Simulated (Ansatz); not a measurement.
**In3Se: how settings move the results**

This session on In3Se sets out to see how the occupation rule and width moves the results.

Program: Ansatz 0.2.0. Level of theory: DFT PBEsol, scalar-relativistic, plane waves, PAW. These are calculated values, not measurements.

1 further run of the same task is left out (set aside as unsound or not needed). Runs told in other sessions of the task aren't counted.

### Step 1. The system as given

Symmetry: Pm-3m, No. 221, cubic system. The conventional cell has a = 4.804 Å, b = 4.804 Å, c = 4.804 Å, α = 90.00°, β = 90.00°, γ = 90.00°. Around In (site symmetry 4/mmm) lie 8 In at 3.40 Å and 4 Se at 3.40 Å. Around Se (site symmetry m-3m) lie 12 In at 3.40 Å.

As a file:

```
In Se
1.0
     4.80376    0.00000    0.00000
     0.00000    4.80376    0.00000
     0.00000    0.00000    4.80376
In Se
3 1
Cartesian
  0.0000 2.4019 2.4019
  2.4019 0.0000 2.4019
  2.4019 2.4019 0.0000
  0.0000 0.0000 0.0000
```

The structure comes from the Materials Project (structure only); it is used as listed.

### Step 2. The base run, which the others are set against

Contents of input.yaml:

```yaml
crystal:
  lattice:
    - [4.803758, 0.0, 0.0]
    - [0.0, 4.803758, 0.0]
    - [0.0, 0.0, 4.803758]
  atoms:
    - { symbol: In, position: [0.0, 0.5, 0.5] }
    - { symbol: In, position: [0.5, 0.0, 0.5] }
    - { symbol: In, position: [0.5, 0.5, 0.0] }
    - { symbol: Se, position: [0.0, 0.0, 0.0] }
basis:
  ecutwfc: 420
kpoints:
  mp_grid: { grid: [10, 10, 10] }
hamiltonian:
  xc: pbesol
scf:
  occupations: { method: gaussian, width: 0.1 }
output:
  forces: true
  stress: true
  eigenvalues: true
  populations: true
  write_density: true
  write_potential: true
  elf: true
  volumetric_format: npy
```

It was run beforehand and gave: -5500.1930 eV/atom at zero smearing, pressure -2.99 GPa, largest force 0.000 eV/Å, no gap on the mesh, in 8 SCF cycles and 15 s.

### Step 3. Occupation rule and width set to Gaussian 0.02 eV

Contents of input.yaml:

```yaml
crystal:
  lattice:
    - [4.803758, 0.0, 0.0]
    - [0.0, 4.803758, 0.0]
    - [0.0, 0.0, 4.803758]
  atoms:
    - { symbol: In, position: [0.0, 0.5, 0.5] }
    - { symbol: In, position: [0.5, 0.0, 0.5] }
    - { symbol: In, position: [0.5, 0.5, 0.0] }
    - { symbol: Se, position: [0.0, 0.0, 0.0] }
basis:
  ecutwfc: 420
kpoints:
  mp_grid: { grid: [10, 10, 10] }
hamiltonian:
  xc: pbesol
scf:
  occupations: { method: gaussian, width: 0.02 }
output:
  forces: true
  stress: true
  eigenvalues: true
```

Run with:

```
ansatz run input.yaml --threads 1 --pin off --max-ram 2560MiB --backend cpu --events-out ev --progress --plain --runs-dir out
```

### Step 4. Occupation rule and width: Gaussian 0.2 eV

input.yaml, as its differences from that of step 3:

```diff
@@ -17,3 +17,3 @@
 scf:
-  occupations: { method: gaussian, width: 0.02 }
+  occupations: { method: gaussian, width: 0.2 }
 output:
```

### Step 5. Occupation rule and width set to Gaussian 0.3 eV

input.yaml, as its differences from that of step 4:

```diff
@@ -17,3 +17,3 @@
 scf:
-  occupations: { method: gaussian, width: 0.2 }
+  occupations: { method: gaussian, width: 0.3 }
 output:
```

### Step 6. Occupation rule and width set to Fermi–Dirac 0.01 eV

input.yaml, as its differences from that of step 5:

```diff
@@ -17,3 +17,3 @@
 scf:
-  occupations: { method: gaussian, width: 0.3 }
+  occupations: { method: fermi_dirac, width: 0.01 }
 output:
```

### Step 7. Occupation rule and width set to Fermi–Dirac 0.1 eV

input.yaml, as its differences from that of step 6:

```diff
@@ -17,3 +17,3 @@
 scf:
-  occupations: { method: fermi_dirac, width: 0.01 }
+  occupations: { method: fermi_dirac, width: 0.1 }
 output:
@@ -22 +22,5 @@
   eigenvalues: true
+  write_density: true
+  write_potential: true
+  elf: true
+  volumetric_format: npy
```

### Step 8. Occupation rule and width: Fermi–Dirac 0.3 eV

input.yaml, as its differences from that of step 7:

```diff
@@ -17,3 +17,3 @@
 scf:
-  occupations: { method: fermi_dirac, width: 0.1 }
+  occupations: { method: fermi_dirac, width: 0.3 }
 output:
@@ -22,5 +22 @@
   eigenvalues: true
-  write_density: true
-  write_potential: true
-  elf: true
-  volumetric_format: npy
```

### Step 9. Occupation rule and width: Fermi–Dirac 0.5 eV

input.yaml, as its differences from that of step 8:

```diff
@@ -17,3 +17,3 @@
 scf:
-  occupations: { method: fermi_dirac, width: 0.3 }
+  occupations: { method: fermi_dirac, width: 0.5 }
 output:
```

### Step 10. Occupation rule and width: Methfessel–Paxton 0.01 eV

input.yaml, as its differences from that of step 9:

```diff
@@ -17,3 +17,3 @@
 scf:
-  occupations: { method: fermi_dirac, width: 0.5 }
+  occupations: { method: methfessel_paxton, width: 0.01 }
 output:
```

### Step 11. Occupation rule and width set to Methfessel–Paxton 0.05 eV

input.yaml, as its differences from that of step 10:

```diff
@@ -17,3 +17,3 @@
 scf:
-  occupations: { method: methfessel_paxton, width: 0.01 }
+  occupations: { method: methfessel_paxton, width: 0.05 }
 output:
```

### Step 12. Occupation rule and width set to Methfessel–Paxton 0.1 eV

input.yaml, as its differences from that of step 11:

```diff
@@ -17,3 +17,3 @@
 scf:
-  occupations: { method: methfessel_paxton, width: 0.05 }
+  occupations: { method: methfessel_paxton, width: 0.1 }
 output:
```

### Step 13. Occupation rule and width: cold 0.01 eV

input.yaml, as its differences from that of step 12:

```diff
@@ -17,3 +17,3 @@
 scf:
-  occupations: { method: methfessel_paxton, width: 0.1 }
+  occupations: { method: cold, width: 0.01 }
 output:
```

### Step 14. Occupation rule and width: tetrahedron

input.yaml, as its differences from that of step 13:

```diff
@@ -17,3 +17,3 @@
 scf:
-  occupations: { method: cold, width: 0.01 }
+  occupations: { method: tetrahedron }
 output:
```

(Steps that only read results are left out.)

Q: Predict the outcome of the series: the values and the trend.

As calculated:

| quantity | value |
| --- | --- |
| largest energy shift, occupation rule and width | 17.1 meV/atom at Fermi–Dirac 0.5 |

Smearing shifts the free energy by as much as 167 meV/atom (Fermi–Dirac 0.5); extrapolating to zero width leaves 17.1 at most. For the widths that shift F most, the extrapolation takes out most of the shift. In a metal, forces and stress under tetrahedra need not match the slope of their energy. Spin polarisation is off in the runs that give these values; a magnetic solution could lie lower.
